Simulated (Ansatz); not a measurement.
**CH₄BNOSi: one species, many methods**

An exercise on one series of results from a longer session: the logs are not shown, and one member is left open.

The runs use Ansatz 0.2.0, Gaussian basis; functionals in def2-TZVPP, the program's frozen cores in correlated methods.

The runs, in order: LDA (SPW92), PBE-D4, revPBE-D4, BLYP-D4, r2SCAN-D4, B97M-V, PBE0-D4, B3LYP-D4, r2SCANh-D4, r2SCAN0-D4, HSE06-D4, BHLYP-D4, CAM-B3LYP-D4, LC-ωPBE, ωB97X-V, ωB97M-V, B2PLYP, PBE-QIDH; CCSD(T)/def2-SVP; CCSD(T)/def2-TZVPP; MP2/def2-QZVPP; extrapolation to the limit; RPA on PBE.

### The relaxed structure

All runs share one geometry, relaxed beforehand with PBE0-D4 in a triple-zeta def2 set.

9 atoms, charge 0, spin multiplicity 1.

Atoms are counted from 1 here; the program's logs count them from 0.

Bond lengths: N1–C2 1.241 Å, N1–H6 1.017 Å, C2–O3 1.427 Å, C2–B4 1.493 Å, O3–B4 1.363 Å, B4–Si5 2.003 Å, Si5–H7 1.486 Å, Si5–H8 1.484 Å, Si5–H9 1.486 Å. Angles: C2–N1–H6 110.4°, N1–C2–O3 127.2°, N1–C2–B4 177.3°, O3–C2–B4 55.6°, C2–O3–B4 64.7°, C2–B4–O3 59.8°, C2–B4–Si5 161.3°, O3–B4–Si5 138.9°, B4–Si5–H7 108.3°, B4–Si5–H8 111.3°, B4–Si5–H9 108.3°, H7–Si5–H8 109.9°, H7–Si5–H9 109.0°, H8–Si5–H9 109.9°.

The first run:

The input, in.yaml:

```yaml
crystal:
  periodic: [false, false, false]
  atoms:
    - {symbol: N, position_ang: [2.379997, 1.379934, -0.798936]}
    - {symbol: C, position_ang: [1.412219, 0.643191, -0.552984]}
    - {symbol: O, position_ang: [1.192096, -0.682003, -1.035796]}
    - {symbol: B, position_ang: [0.220272, -0.191228, -0.216193]}
    - {symbol: Si, position_ang: [-1.525843, -0.774862, 0.573989]}
    - {symbol: H, position_ang: [2.277108, 2.272233, -0.321759]}
    - {symbol: H, position_ang: [-2.579297, 0.176293, 0.133343]}
    - {symbol: H, position_ang: [-1.876841, -2.152381, 0.146622]}
    - {symbol: H, position_ang: [-1.411212, -0.717476, 2.054614]}
basis:
  gaussian: {orbitals: def2-TZVPP}
hamiltonian: {xc: lda}
output: {orbitals: {seedname: orbitals}}
```

Command:

```console
> ansatz run in.yaml --threads 2 --pin off --events-out ev --progress --plain --max-ram 4352MiB
```

Among the steps run: LDA; PBE-D4 (GGA); revPBE-D4 (GGA); BLYP-D4 (GGA); r2SCAN-D4 (meta-GGA); B97M-V (meta-GGA); B3LYP-D4 (hybrid); r2SCANh-D4 (hybrid); r2SCAN0-D4 (hybrid); HSE06-D4 (hybrid); BHLYP-D4 (hybrid); CAM-B3LYP-D4 (range-separated); LC-ωPBE (range-separated); ωB97X-V (range-separated); ωB97M-V (range-separated); B2PLYP (double hybrid); PBE-QIDH (double hybrid).

One of the session's tables, all rows but one given; the rest of the session is left out.

It belongs to the step «Orbital energies across the functionals». 

```
  functional  HOMO (eV)  LUMO (eV)  gap (eV)
 LDA (SPW92)      -6.30      -3.23      3.06
      PBE-D4      -6.15      -2.99      3.15
   revPBE-D4      -6.09      -2.90      3.19
     BLYP-D4      -6.04      -2.83      3.21
   r2SCAN-D4      -6.39      -2.80      3.59
      B97M-V      -6.52      -2.82      3.70
     PBE0-D4      -7.51      -2.04      5.47
    B3LYP-D4      -7.30      -2.24      5.06
  r2SCANh-D4      -6.90      -2.45      4.45
  r2SCAN0-D4      -7.67      -1.94      5.74
    HSE06-D4      -7.11      -2.43      4.68
    BHLYP-D4      -8.82      -0.98      7.84
CAM-B3LYP-D4      -8.91      -0.86      8.05
     LC-ωPBE     -10.23       0.31     10.54
     ωB97X-V      -9.87       0.23     10.10
     ωB97M-V          ?          ?         ?
```

Estimate the missing values for ωB97M-V.

As computed: HOMO (eV): -9.76; LUMO (eV): 0.06; gap (eV): 9.82. In the column «HOMO (eV)» it lies between ωB97X-V (-9.87) and CAM-B3LYP-D4 (-8.91).
